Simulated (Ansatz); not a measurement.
**CH3BF2: up Jacob's ladder to CCSD(T)**

An exercise on one series of results from a longer session: the logs are not shown, and one member is left open.

Computed with Ansatz 0.2.0, Gaussian basis. Level: functionals in def2-TZVPP, the program's frozen cores in correlated methods.

The runs, in order: LDA (SPW92), PBE-D4, revPBE-D4, BLYP-D4, r2SCAN-D4, B97M-V, PBE0-D4, B3LYP-D4, r2SCANh-D4, r2SCAN0-D4, HSE06-D4, BHLYP-D4, CAM-B3LYP-D4, LC-ωPBE, ωB97X-V, ωB97M-V, B2PLYP, PBE-QIDH; CCSD(T)/def2-SVP; CCSD(T)/def2-TZVPP; MP2/def2-QZVPP; extrapolation to the limit; RPA on PBE.

### Structure used throughout

An earlier PBE0-D4 in a triple-zeta def2 set relaxation fixed the geometry.

SMILES `FBCF`, 7 atoms, charge 0, spin multiplicity 1.

Atoms are counted from 1 here; the program's logs count them from 0.

Bond lengths: F1–B2 1.316 Å, B2–C3 1.564 Å, B2–H5 1.200 Å, C3–F4 1.381 Å, C3–H6 1.100 Å, C3–H7 1.100 Å. Angles: F1–B2–C3 120.9°, F1–B2–H5 118.4°, C3–B2–H5 120.7°, B2–C3–F4 114.5°, B2–C3–H6 109.5°, B2–C3–H7 109.5°, F4–C3–H6 108.7°, F4–C3–H7 108.7°, H6–C3–H7 105.5°.

Geometry (Å):

```xyz
7
charge 0, multiplicity 1
F    -1.7341   -0.0349   -0.7996
B    -0.6216    0.5173   -0.3657
C     0.5117   -0.3527    0.2696
F     0.2338   -1.7044    0.3250
H    -0.4968    1.7065   -0.4693
H     0.7228    0.0068    1.2876
H     1.4453   -0.2066   -0.2935
```

The first run:

File in.yaml:

```yaml
crystal:
  periodic: [false, false, false]
  atoms:
    - {symbol: F, position_ang: [-1.734099, -0.034946, -0.799626]}
    - {symbol: B, position_ang: [-0.621556, 0.517310, -0.365728]}
    - {symbol: C, position_ang: [0.511748, -0.352692, 0.269640]}
    - {symbol: F, position_ang: [0.233756, -1.704428, 0.325046]}
    - {symbol: H, position_ang: [-0.496807, 1.706482, -0.469258]}
    - {symbol: H, position_ang: [0.722811, 0.006842, 1.287600]}
    - {symbol: H, position_ang: [1.445347, -0.206568, -0.293474]}
basis:
  gaussian: {orbitals: def2-TZVPP}
hamiltonian: {xc: lda}
output: {orbitals: {seedname: orbitals}}
```

Command:

```sh
$ ansatz run in.yaml --threads 2 --pin off --events-out ev --progress --plain --max-ram 4352MiB
```

Steps of the session up to this table: LDA; PBE-D4 (GGA); revPBE-D4 (GGA); BLYP-D4 (GGA); r2SCAN-D4 (meta-GGA); B97M-V (meta-GGA); PBE0-D4 (hybrid); B3LYP-D4 (hybrid); r2SCANh-D4 (hybrid); r2SCAN0-D4 (hybrid); HSE06-D4 (hybrid); BHLYP-D4 (hybrid); CAM-B3LYP-D4 (range-separated); LC-ωPBE (range-separated); ωB97X-V (range-separated); ωB97M-V (range-separated); B2PLYP (double hybrid); PBE-QIDH (double hybrid).

One of the session's tables, all rows but one given; the rest of the session is left out.

It belongs to the step «Frontier levels by functional». 

```
  functional  HOMO (eV)  gap (eV)
 LDA (SPW92)      -7.42      5.25
      PBE-D4      -7.30      5.42
   revPBE-D4          ?         ?
     BLYP-D4      -7.26      5.49
   r2SCAN-D4      -7.65      6.19
      B97M-V      -7.80      6.26
     PBE0-D4      -8.96      8.11
    B3LYP-D4      -8.76      7.63
  r2SCANh-D4      -8.27      7.16
  r2SCAN0-D4      -9.20      8.61
    HSE06-D4      -8.55      7.32
    BHLYP-D4     -10.60     10.76
CAM-B3LYP-D4     -10.49     10.72
     LC-ωPBE     -11.78     13.31
     ωB97X-V     -11.45     12.87
     ωB97M-V     -11.34     12.48
```

Q: Estimate the row for revPBE-D4 from the others.

The run gave: HOMO (eV): -7.24; gap (eV): 5.48. In the column «HOMO (eV)» it is the highest.
